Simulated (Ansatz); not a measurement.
# CHGaN+ (triplet): wave-function methods side by side, cc-pVDZ

One table from this session's results is given with a row withheld; the runs are named, their logs left out.

The runs use Ansatz 0.2.0, Gaussian basis; cc-pVDZ, core rule «outside noble gas», up to 16 orbitals frozen.

The runs, in order: UHF; CCSD(T) on ROHF; CCSD(T) on UHF; BCCD(T) on ROHF; CISD; CCSDT(Q) on ROHF; CCSDT(Q) on UHF.

19 further runs of the same task are left out: 6 that didn't finish, 13 set aside as unsound or not needed.

**What is computed**

The geometry is a PBE0/def2-TZVP stationary point (not a proven minimum) of the parent state, kept for this charge and spin. No spin-orbit coupling is included. The filled d shell of Ga may be among the frozen orbitals whatever the setting's name suggests; the logs give the count.

4 atoms, charge 1, spin multiplicity 3.

Atoms are counted from 1 here; the program's logs count them from 0.

Bond lengths: Ga1–C2 1.835 Å, C2–N3 1.210 Å, N3–H4 1.011 Å. Angles: Ga1–C2–N3 173.7°, C2–N3–H4 130.3°.

The first run:

The input, in.yaml:

```yaml
crystal:
  periodic: [false, false, false]
  atoms:
    - {symbol: Ga, position_ang: [0.000000, -0.120036, 2.160747]}
    - {symbol: C, position_ang: [0.000004, -0.109565, 0.325504]}
    - {symbol: N, position_ang: [-0.000001, -0.234964, -0.877884]}
    - {symbol: H, position_ang: [-0.000002, 0.464565, -1.608367]}
basis:
  gaussian: {orbitals: cc-pVDZ}
total_charge: 1
magnetization: {spin_polarized: true, initial_magnetization: 2}
hamiltonian: {xc: hf}
output: {orbitals: {seedname: orbitals}}
```

Command:

```sh
ansatz run in.yaml --threads 1 --pin off --events-out ev --progress --plain --max-ram 2393MiB
```

Steps of the session up to this table: UHF; CCSD(T) on ROHF; CCSD(T) on UHF; BCCD(T) on ROHF; CISD; CCSDT(Q) on ROHF; CCSDT(Q) on UHF.

One of the session's tables, all rows but one given; the rest of the session is left out.

```
   method  from UCCSDT(Q) (meV)
     ROHF                     ?
      UHF               +9079.4
     RMP2                +889.4
     UMP2               +1083.9
    RCCSD                +477.8
    UCCSD                +457.1
 RCCSD(T)                 +80.4
 UCCSD(T)                 +69.9
  BCCD(T)                 +81.5
   RCCSDT                 +59.7
   UCCSDT                 +43.5
RCCSDT(Q)                 +19.2
UCCSDT(Q)                     0
```

**Question.** Estimate the row for ROHF.

**Answer.** from UCCSDT(Q) (meV): +9179.5. In the column «from UCCSDT(Q) (meV)» it is the highest.

Not comparable, so not listed: CISD (they don't share determinant, frozen orbitals or solution with the rows shown, or repeat one).

Caveats from the session: Restricted and unrestricted rows rest on different reference determinants; where their highest levels disagree by more than a few hundredths of an eV, they describe different states and don't form one ladder.
